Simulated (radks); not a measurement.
# Taking charge from the 2s level of C⁺ in fractions

Aim: follow energy and eigenvalue as charge leaves the 2s level of C⁺ bit by bit, and test Janak's theorem, Slater's transition state and the straight-line condition.

The numbers are computed with radks (a radial shooting solver on a logarithmic mesh, Libxc functionals) version 1 (scalar-relativistic Kohn-Sham, r2SCAN, spin-polarised, spherical densities, finite nucleus; open shells are filled with parallel spins first), except any that are marked as measured or tabulated.

## Step 1: The system

```
element            : carbon (Z = 6)
charge             : +1
electrons          : 5
configuration      : [He] 2s(up 1, down 1) 2p1
nuclear rms radius : 2.4702 fm
```

A shell typed twice in an input gives spin up, then spin down.

## Step 2: Start: [He] 2s(up 1, down 1) 2p1

The run's settings:

```text
Z 6
configuration [He] 2s1 2s1 2p1
relativity scalar-relativistic
functional r2scan,r2scan
spin polarised
nucleus finite rms 2.4702 fm
c 137.035999084
```

## Step 3: 0.25 electron removed from 2s

Changes since step 2:

```diff
@@ -1,3 +1,3 @@
 Z 6
-configuration [He] 2s1 2s1 2p1
+configuration [He] 2s1 2s0.75 2p1
 relativity scalar-relativistic
```

## Step 4: 0.5 electron removed from 2s

Changes since step 3:

```diff
@@ -1,3 +1,3 @@
 Z 6
-configuration [He] 2s1 2s0.75 2p1
+configuration [He] 2s1 2s0.5 2p1
 relativity scalar-relativistic
```

## Step 5: 0.75 electron removed from 2s

Changes since step 4:

```diff
@@ -1,3 +1,3 @@
 Z 6
-configuration [He] 2s1 2s0.5 2p1
+configuration [He] 2s1 2s0.25 2p1
 relativity scalar-relativistic
```

## Step 6: 1 electron removed from 2s

Changes since step 5:

```diff
@@ -1,3 +1,3 @@
 Z 6
-configuration [He] 2s1 2s0.25 2p1
+configuration [He] 2s1 2s0 2p1
 relativity scalar-relativistic
```

Q: Predict the outcome of this session. Wanted: for each run, removed; E − E(0); eigenvalue.

As calculated:

| removed (e) | E − E(0) (eV) | eigenvalue (eV) |
| --- | --- | --- |
| 0 | 0.000 | -24.941 |
| 0.25 | 6.584 | -27.728 |
| 0.5 | 13.853 | -30.387 |
| 0.75 | 21.752 | -32.737 |

The trapezoid integral of minus the eigenvalue gives 21.738 eV over the range, against 21.752 eV from the energies (Janak's theorem; approximate here, since the scalar-relativistic density holds large components alone). The eigenvalue moves by 10.4 eV per electron.
